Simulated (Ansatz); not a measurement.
Something may be wrong with this Ansatz 0.2.0 calculation of Cd3Se.

input.yaml

```yaml
crystal:
  lattice:
    - [-2.040953, 2.040953, 6.08708]
    - [2.040953, -2.040953, 6.08708]
    - [2.040953, 2.040953, -6.08708]
  atoms:
    - { symbol: Cd, position: [0.5, 0.5, 0.0] }
    - { symbol: Cd, position: [0.25, 0.75, 0.5] }
    - { symbol: Cd, position: [0.75, 0.25, 0.5] }
    - { symbol: Se, position: [0.0, 0.0, 0.0] }
hamiltonian:
  xc: pbesol
  pseudopotentials: { kind: paw }
kpoints:
  mp_grid: { grid: [9, 9, 9] }
  band_path:
    path:
      - [[0.0, 0.0, 0.0], [-0.5, 0.5, 0.0], [-0.5, 0.5, -0.0562105704], [-0.2781052852, 0.2781052852, -0.2781052852], [0.0, 0.0, 0.0], [0.5, 0.5, -0.5], [0.2781052852, 0.7218947148, -0.7218947148], [0.0, 0.5, -0.5], [-0.25, 0.75, -0.25], [0.0562105704, 0.9437894296, -0.5], [0.5, 0.5, -0.5]]
      - [[-0.5, 0.5, 0.0], [-0.25, 0.75, -0.25]]
    npoints: 14
scf:
  n_extra_bands: 10
  max_iter: 60
output:
  forces: true
  stress: true
  eigenvalues: true
  fatbands: false
```

Potentials or basis: Ansatz PAW.

Run with:

```bash
$ ansatz run input.yaml --threads 2 --pin off --max-ram 5632MiB --backend cpu --events-out ev --progress --plain --runs-dir out
```

Output:

```text
Error: YAML parse error: `scf.occupations.method` is required: fixed only where the cell keeps a band gap throughout the run, explicit beside scf.occupations.values (under evaluate: without them), else a smearing such as fermi_dirac (scf.occupations.width is optional; its entry in the input reference gives the default)
```

Question: What happened, and what is wrong with the input?

Answer: The input was rejected before any iteration. The input holds a flaw that was put in on purpose: no occupation method (scf.occupations = left out).

A sound run on the same cell differs in these lines of the main input:
```diff
@@ -21,0 +22 @@
+  occupations: { method: fermi_dirac, width: 0.05 }
@@ -23 +23,0 @@
-  max_iter: 60
@@ -28 +28 @@
-  fatbands: false
+  fatbands: true
```
